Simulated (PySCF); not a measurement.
**BSb at other levels of theory**

Aim: see what other levels and later steps give for BSb.

Computed with PySCF 2.14.0. Level: method and basis as typed in the scripts.

5 further runs of the same task are left out: 2 for a known fault of the program, 3 that didn't finish.

### 1 The starting structure

BSb: 2 atoms, charge 0, spin multiplicity 1.

Bond lengths: B1–Sb2 2.289 Å.

### 2 The run that the others are compared with

File input.py:

```python
from pyscf import gto, dft

mol = gto.M(
    atom='B 0 0 0; Sb 0 0 2.289',
    basis='lanl2dz',
    ecp={'Sb': 'lanl2dz'},
    charge=0,
    spin=0,
    verbose=4,
)
mf = dft.RKS(mol, xc='bp86')
mf = mf.newton()
mf.kernel()
mf.stability(internal=True, external=True)
mf.dip_moment()
print('orbital energies (hartree):', mf.mo_energy[..., max(0, mol.nelec[1]-3):mol.nelec[0]+3].round(4))
```

The run is started by

```bash
> python input.py
```

### 3 Gradient

Variant 1 changes step after the SCF: stability → gradient.

Edit input.py of step 2 so:

```diff
@@ -13,3 +13,5 @@
 mf.kernel()
-mf.stability(internal=True, external=True)
+g = mf.nuc_grad_method()
+g.grid_response = True
+g.kernel()
 mf.dip_moment()
```

### 4 NEVPT2 (RHF)

Variant 2 changes step after the SCF: stability → nevpt2; SCF type: RKS → RHF; functional: bp86 → none (Hartree–Fock); active space: none → 6 electrons in 4 orbitals.

Edit input.py of step 2 so:

```diff
@@ -1,2 +1,2 @@
-from pyscf import gto, dft
+from pyscf import gto, scf, mcscf, mrpt
 
@@ -10,6 +10,9 @@
 )
-mf = dft.RKS(mol, xc='bp86')
+mf = scf.RHF(mol)
 mf = mf.newton()
 mf.kernel()
-mf.stability(internal=True, external=True)
+mc = mcscf.CASSCF(mf, 4, 6)
+mc.kernel()
+mc.analyze()
+mrpt.NEVPT(mc).kernel()
 mf.dip_moment()
```

### 5 M06

Variant 3 changes functional: bp86 → m06.

Edit input.py of step 2 so:

```diff
@@ -10,3 +10,3 @@
 )
-mf = dft.RKS(mol, xc='bp86')
+mf = dft.RKS(mol, xc='m06')
 mf = mf.newton()
```

### 6 SCF alone

Variant 4 changes step after the SCF: stability → none.

Edit input.py of step 2 so:

```diff
@@ -13,3 +13,2 @@
 mf.kernel()
-mf.stability(internal=True, external=True)
 mf.dip_moment()
```

### 7 B3lyp5

Variant 5 changes functional: bp86 → b3lyp5.

Edit input.py of step 2 so:

```diff
@@ -10,3 +10,3 @@
 )
-mf = dft.RKS(mol, xc='bp86')
+mf = dft.RKS(mol, xc='b3lyp5')
 mf = mf.newton()
```

Before running it: what results should come out? Wanted: for each run, E(SCF); from base; gap; SCF dipole; after the SCF.

The runs gave:

| run | E(SCF) (hartree) | from base (eV) | cycles | gap (eV) | SCF dipole (D) | after the SCF |
| --- | --- | --- | --- | --- | --- | --- |
| base | -30.084052 | 0 | 5 macro | -0.60 | 0.38 | unstable: internal, RHF/RKS -> UHF/UKS |
| gradient | -30.084052 | 0.0000 | 5 macro | -0.60 | 0.38 | n/a |
| NEVPT2 (RHF) | -29.728481 | not comparable | 3 macro | 6.01 | 1.52 | NEVPT2 correlation -2.719 eV (from the SCF energy, the CASSCF gain included) |
| m06 | -30.014321 | not comparable | 4 macro | 1.11 | 0.25 | unstable: internal, real -> complex, RHF/RKS -> UHF/UKS |
| SCF alone | -30.084052 | 0.0000 | 5 macro | -0.60 | 0.38 | n/a |
| b3lyp5 | -30.018014 | not comparable | 5 macro | 0.67 | 0.31 | unstable: internal, real -> complex, RHF/RKS -> UHF/UKS |

The gap between the frontier levels is -0.6 eV with bp86 (0 % exact exchange) and 1.1 eV with m06 (27 %): exact exchange opens it. Total energies of different functionals can't be compared with each other; differences within one functional can.
